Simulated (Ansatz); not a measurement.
# CH6GaN: the cost of one run

Program: Ansatz 0.2.0. Level of theory: RHF/def2-SVP. These are calculated values, not measurements.

## (1) The structure to begin with

Bond lengths: Ga1–H2 1.770 Å, Ga1–C3 2.180 Å, C3–H4 1.110 Å, C3–H5 1.110 Å, C3–H6 1.110 Å, Ga1–N7 1.930 Å, N7–H8 1.060 Å, N7–H9 1.060 Å. Angles: H2–Ga1–C3 43.9°, H2–Ga1–N7 155.6°, C3–Ga1–N7 160.4°, Ga1–C3–H4 105.3°, Ga1–C3–H5 73.7°, Ga1–C3–H6 141.1°, H4–C3–H5 109.4°, H4–C3–H6 109.4°, H5–C3–H6 109.4°, Ga1–N7–H8 120.0°, Ga1–N7–H9 120.0°, H8–N7–H9 120.0°.

As a file:

```xyz
9

Ga    0.0000    0.0000    0.0000
H     1.0314    0.0000    1.4384
C     2.1439    0.0000    0.3949
H     2.4735   -1.0462    0.2247
H     2.0074    0.5080   -0.5825
H     2.9135    0.5381    0.9867
N    -1.6714    0.0000   -0.9650
H    -2.3403   -0.8164   -0.8664
H    -1.9204    0.8164   -1.5936
```

## (2) A restrained relaxation towards end A

Springs on the bonds that form and break draw the guess towards this end; the thresholds are loose.

Contents of input.yaml:

```yaml
crystal:
  periodic: [false, false, false]
  atoms:
    - { symbol: Ga, position_ang: [0.0, 0.0, 0.0] }
    - { symbol: H, position_ang: [1.0314, 0.0, 1.4384] }
    - { symbol: C, position_ang: [2.1439, 0.0, 0.3949] }
    - { symbol: H, position_ang: [2.4735, -1.0462, 0.2247] }
    - { symbol: H, position_ang: [2.0074, 0.508, -0.5825] }
    - { symbol: H, position_ang: [2.9135, 0.5381, 0.9867] }
    - { symbol: "N", position_ang: [-1.6714, 0.0, -0.965] }
    - { symbol: H, position_ang: [-2.3403, -0.8164, -0.8664] }
    - { symbol: H, position_ang: [-1.9204, 0.8164, -1.5936] }
basis:
  gaussian: { orbitals: def2-SVP }
hamiltonian:
  xc: hf
relax:
  f_tol: 0.15
  max_steps: 25
  restrain:
    - { distance: [1, 2], at: 2.31, k: 30.0 }
    - { distance: [0, 1], at: 1.57, k: 30.0 }
    - { distance: [0, 2], at: 1.98, k: 30.0 }
```

On the command line:

```console
> ansatz run input.yaml --threads 1 --pin off --max-ram 2048MiB --backend cpu --events-out ev --progress --plain --runs-dir out
```

What time and memory should one allow on 1 thread of Arm Neoverse V1, shared host?

About 28 s, with a peak of 0.17 GiB.
